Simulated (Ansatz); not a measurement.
# C2H3BBr2: one species, many methods

One table from this session's results is given with a row withheld; the runs are named, their logs left out.

Method: functionals in def2-TZVPP, the program's frozen cores in correlated methods; program: Ansatz 0.2.0, Gaussian basis.

Plan: LDA (SPW92), PBE-D4, revPBE-D4, BLYP-D4, r2SCAN-D4, B97M-V, PBE0-D4, B3LYP-D4, r2SCANh-D4, r2SCAN0-D4, HSE06-D4, BHLYP-D4, CAM-B3LYP-D4, LC-ωPBE, ωB97X-V, ωB97M-V, B2PLYP, PBE-QIDH; CCSD(T)/def2-SVP; CCSD(T)/def2-TZVPP; MP2/def2-QZVPP; extrapolation to the limit; RPA on PBE.

## Structure used throughout

All runs share one geometry, relaxed beforehand with PBE0-D4 in a triple-zeta def2 set.

SMILES `BrB1CC1Br`, 8 atoms, charge 0, spin multiplicity 1.

Atoms are counted from 1 here; the program's logs count them from 0.

Bond lengths: Br1–B2 1.863 Å, B2–C3 1.517 Å, B2–C4 1.517 Å, C3–C4 1.545 Å, C3–H6 1.087 Å, C3–H7 1.087 Å, C4–Br5 1.919 Å, C4–H8 1.083 Å. Angles: Br1–B2–C3 150.1°, Br1–B2–C4 147.9°, C3–B2–C4 61.2°, B2–C3–C4 59.4°, B2–C3–H6 122.1°, B2–C3–H7 119.0°, C4–C3–H6 114.4°, C4–C3–H7 118.6°, H6–C3–H7 112.9°, B2–C4–C3 59.4°, B2–C4–Br5 117.5°, B2–C4–H8 124.6°, C3–C4–Br5 118.5°, C3–C4–H8 116.9°, Br5–C4–H8 111.0°.

Set-up of the first run:

in.yaml reads:

```yaml
crystal:
  periodic: [false, false, false]
  atoms:
    - {symbol: Br, position_ang: [-2.597223, -0.247236, 0.996956]}
    - {symbol: B, position_ang: [-0.839346, -0.215661, 0.382070]}
    - {symbol: C, position_ang: [0.644346, -0.042965, 0.648334]}
    - {symbol: C, position_ang: [0.107776, -0.118571, -0.798639]}
    - {symbol: Br, position_ang: [0.059719, 1.490759, -1.842845]}
    - {symbol: H, position_ang: [1.280748, -0.875908, 0.935097]}
    - {symbol: H, position_ang: [1.004911, 0.912767, 1.021347]}
    - {symbol: H, position_ang: [0.431170, -0.960286, -1.398119]}
basis:
  gaussian: {orbitals: def2-TZVPP}
hamiltonian: {xc: lda}
output: {orbitals: {seedname: orbitals}}
```

The run is started by

```console
ansatz run in.yaml --threads 4 --pin off --events-out ev --progress --plain --max-ram 10444MiB
```

Among the steps run: LDA; PBE-D4 (GGA); revPBE-D4 (GGA); BLYP-D4 (GGA); r2SCAN-D4 (meta-GGA); B97M-V (meta-GGA); PBE0-D4 (hybrid); B3LYP-D4 (hybrid); r2SCANh-D4 (hybrid); r2SCAN0-D4 (hybrid); HSE06-D4 (hybrid); BHLYP-D4 (hybrid); CAM-B3LYP-D4 (range-separated); LC-ωPBE (range-separated); ωB97X-V (range-separated); ωB97M-V (range-separated); B2PLYP (double hybrid); PBE-QIDH (double hybrid).

One table of the session follows, with a row left open; its other results are not shown here.

It belongs to the step «Frontier levels by functional». 

| functional | HOMO (eV) | LUMO (eV) | gap (eV) |
| --- | --- | --- | --- |
| LDA (SPW92) | -6.13 | -3.20 | 2.93 |
| PBE-D4 | -5.98 | -2.95 | 3.04 |
| revPBE-D4 | -5.93 | -2.85 | 3.08 |
| BLYP-D4 | -5.85 | -2.75 | 3.09 |
| r2SCAN-D4 | -6.24 | -2.69 | 3.55 |
| B97M-V | -6.31 | -2.58 | 3.73 |
| PBE0-D4 | -7.23 | -2.03 | 5.19 |
| B3LYP-D4 | -7.01 | -2.20 | 4.81 |
| r2SCANh-D4 | -6.70 | -2.37 | 4.33 |
| r2SCAN0-D4 | -7.39 | -1.88 | 5.51 |
| HSE06-D4 | ? | ? | ? |
| BHLYP-D4 | -8.36 | -0.93 | 7.43 |
| CAM-B3LYP-D4 | -8.56 | -0.87 | 7.69 |
| LC-ωPBE | -9.90 | 0.24 | 10.14 |
| ωB97X-V | -9.55 | 0.18 | 9.72 |
| ωB97M-V | -9.41 | 0.02 | 9.44 |

Estimate the missing values for HSE06-D4.

The run gave: HOMO (eV): -6.83; LUMO (eV): -2.42; gap (eV): 4.41. In the column «HOMO (eV)» it lies between B3LYP-D4 (-7.01) and r2SCANh-D4 (-6.70).
